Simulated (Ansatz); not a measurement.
# C4H9NOSi: the cost of one run

All numbers below are computed with Ansatz 0.2.0 (RKS r2SCANh-D4/STO-3G).

## Step 1: The structure to begin with

Bond lengths (14 of 16 bonds, heavy atoms first): C1–C2 1.480 Å, C2–N3 1.306 Å, N3–Si4 1.811 Å, Si4–C5 1.752 Å, Si4–O6 1.682 Å, C2–C7 1.559 Å, Si4–C7 1.848 Å, C1–H8 1.034 Å, C1–H9 1.091 Å, C1–H10 1.135 Å, C5–H11 1.075 Å, C5–H12 1.134 Å, C5–H13 1.111 Å, O6–H14 0.974 Å. Angles (14 of 29 angles, heavy atoms first): C1–C2–N3 127.9°, C1–C2–C7 128.1°, N3–C2–C7 103.9°, C2–N3–Si4 94.5°, N3–Si4–C5 109.0°, N3–Si4–O6 99.6°, N3–Si4–C7 76.4°, C5–Si4–O6 121.4°, C5–Si4–C7 118.3°, O6–Si4–C7 117.5°, C2–C7–Si4 85.2°, C2–C1–H8 110.7°, C2–C1–H9 107.3°, C2–C1–H10 106.7°.

As a file:

```xyz
16

C    -1.7086   -1.9280   -0.3225
C    -0.8689   -0.7320   -0.0874
N    -0.6330    0.2573   -0.9066
Si    0.5445    1.0791    0.1971
C     2.1343    1.0483   -0.5382
O    -0.2746    2.5250    0.4551
C    -0.0028   -0.3968    1.1645
H    -1.1395   -2.7902   -0.2723
H    -2.2025   -1.7925   -1.2855
H    -2.5443   -1.8958    0.4445
H     2.4409    0.0474   -0.7832
H     2.8991    1.4489    0.1971
H     2.1410    1.7013   -1.4374
H    -0.9198    2.7611   -0.2347
H    -0.6347   -0.2453    2.0591
H     0.7459   -1.1103    1.3946
```

## Step 2: Preparing the start

File input.yaml:

```yaml
crystal:
  periodic: [false, false, false]
  atoms:
    - { symbol: C, position_ang: [-1.7086, -1.928, -0.3225] }
    - { symbol: C, position_ang: [-0.8689, -0.732, -0.0874] }
    - { symbol: "N", position_ang: [-0.633, 0.2573, -0.9066] }
    - { symbol: Si, position_ang: [0.5445, 1.0791, 0.1971] }
    - { symbol: C, position_ang: [2.1343, 1.0483, -0.5382] }
    - { symbol: O, position_ang: [-0.2746, 2.525, 0.4551] }
    - { symbol: C, position_ang: [-0.0028, -0.3968, 1.1645] }
    - { symbol: H, position_ang: [-1.1395, -2.7902, -0.2723] }
    - { symbol: H, position_ang: [-2.2025, -1.7925, -1.2855] }
    - { symbol: H, position_ang: [-2.5443, -1.8958, 0.4445] }
    - { symbol: H, position_ang: [2.4409, 0.0474, -0.7832] }
    - { symbol: H, position_ang: [2.8991, 1.4489, 0.1971] }
    - { symbol: H, position_ang: [2.141, 1.7013, -1.4374] }
    - { symbol: H, position_ang: [-0.9198, 2.7611, -0.2347] }
    - { symbol: H, position_ang: [-0.6347, -0.2453, 2.0591] }
    - { symbol: H, position_ang: [0.7459, -1.1103, 1.3946] }
basis:
  gaussian: { orbitals: STO-3G }
hamiltonian:
  xc: r2scanh
  dispersion: d4
relax:
  f_tol: 0.02
  max_steps: 40
scf:
  lower_state_search: "off"
```

Command:

```
ansatz run input.yaml --threads 1 --pin off --max-ram 2048MiB --backend cpu --events-out ev --progress --plain --runs-dir out
```

What time and memory should one allow on 1 thread of Arm Neoverse N1, shared host?

About 2.3 min, with a peak of 0.15 GiB.
